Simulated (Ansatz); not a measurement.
**GeClF (SMILES [F][Ge][Cl]): CCSD/def2-TZVP**

What is the vertical ionisation energy of GeClF at CCSD/def2-TZVP? 

Program for the calculation: Ansatz 0.2.0.

33 further runs of the same task are left out: 33 set aside as unsound or not needed.

### 1 The structure to begin with

GeClF: 3 atoms, total charge 0, spin state singlet. SMILES: `[F][Ge][Cl]`. The shape is that of a PBE0-D4/def2-TZVP optimisation.

Bond lengths: F1–Ge2 1.748 Å, Ge2–Cl3 2.180 Å. Angles: F1–Ge2–Cl3 98.3°.

### 2 The energy at CCSD/def2-TZVP

File in.yaml:

```yaml
basis:
  gaussian:
    orbitals: def2-TZVP
crystal:
  periodic: [false, false, false]
  atoms:
    - {symbol: F, position_ang: [0.110400, 1.418700, 0.206200]}
    - {symbol: Ge, position_ang: [-0.762800, 0.035600, -0.410300]}
    - {symbol: Cl, position_ang: [0.641600, -1.519100, 0.191000]}
correlation:
  method: ccsd
  frozen_orbitals: {Cl: 5, F: 1, Ge: 9}
accuracy: high
scf:
  omitted_lower_state_checks: [cluster_reference, increment]
```

The run is started by

```console
$ ansatz run in.yaml --threads 1 --pin off --max-ram 3480MiB --events-out events.jsonl --progress --plain --runs-dir runs
```

What it wrote (excerpt; [...] marks lines left out):

```text
Warning: RAYON_NUM_THREADS=1 ignored (pool sized by the plan → 1); use --threads N
Functional definition: HF
  name "HF"
[...]
1709 factors; integrals over basis functions are off by at most 4.6e-9 eV
[...]
mean field -71686.98299721 eV, -2634.4480339653 hartree, gradient 7.5e-8 eV, S^2 0.000000; 0 other end points of the search recorded, 0 dependent functions left out
15 core orbitals not correlated: weight in the atoms' cores, before any rotation towards them, 1.000 or more for the frozen orbitals, at most 0.000 for the correlated occupied ones
reference -71686.98299721 eV, -2634.4480339653 hartree; 14, 14 occupied and 87, 87 virtual orbitals, 1709 factors
second order -17.95057072 eV of doubles, -0.00000000 eV of singles
cycle   1  -17.77919497 eV  change    1.7e-1 eV  update   1.1e-1
[...]
cycle  22  -18.33174333 eV  change   -1.1e-9 eV  update   1.3e-9
Total energy: -71705.31474054 eV, -2635.1217131069 hartree
Checks for a lower state left out: cluster_reference, increment
```

It took 14 s on 1 thread of Arm Neoverse V2, shared host; peak memory 0.64 GiB.

### 3 The doublet cation, same level

File input.yaml:

```yaml
crystal:
  periodic: [false, false, false]
  atoms:
    - {symbol: F, position_ang: [0.110400, 1.418700, 0.206200]}
    - {symbol: Ge, position_ang: [-0.762800, 0.035600, -0.410300]}
    - {symbol: Cl, position_ang: [0.641600, -1.519100, 0.191000]}
basis:
  gaussian: {orbitals: def2-TZVP}
total_charge: 1
magnetization: {spin_polarized: true, initial_magnetization: 1}
correlation: {method: ccsd, frozen_orbitals: {Cl: 5, F: 1, Ge: 9}}
accuracy: high
scf: {omitted_lower_state_checks: [cluster_reference, increment]}
```

The run is started by

```console
$ ansatz run input.yaml --threads 1 --pin off --max-ram 3480MiB --events-out events.jsonl --progress --plain --runs-dir runs
```

What it wrote:

```text
Warning: RAYON_NUM_THREADS=1 ignored (pool sized by the plan → 1); use --threads N
[... 16 lines left out ...]
15 core orbitals not correlated: weight in the atoms' cores, before any rotation towards them, 1.000 or more for the frozen orbitals, at most 0.000 for the correlated occupied ones
[... 35 lines left out ...]
Total energy: -71694.46420048 eV, -2634.7229631142 hartree
Checks for a lower state left out: cluster_reference, increment
```

Wall time 81 s (1 thread of Arm Neoverse V2, shared host); peak memory 1.3 GiB.

### 4 Summary of results

Level: CCSD/def2-TZVP, 15 core orbitals frozen.

| quantity | value |
| --- | --- |
| singlet GeClF: total energy | -2635.12171 Eh |
| singlet GeClF: correlation energy (15 core orbitals frozen) | -673.7 mEh |
| singlet GeClF: T1 diagnostic | 0.014 |
| doublet cation: total energy | -2634.72296 Eh |
| doublet cation: correlation energy (15 core orbitals frozen) | -646.5 mEh |
| doublet cation: ⟨S²⟩ of the reference determinant | 0.795 |
| doublet cation: T1 diagnostic | 0.021 |
| vertical ionisation energy (to the doublet cation) | 10.851 eV |

Removing an electron at fixed nuclei costs 10.85 eV (1047 kJ/mol).
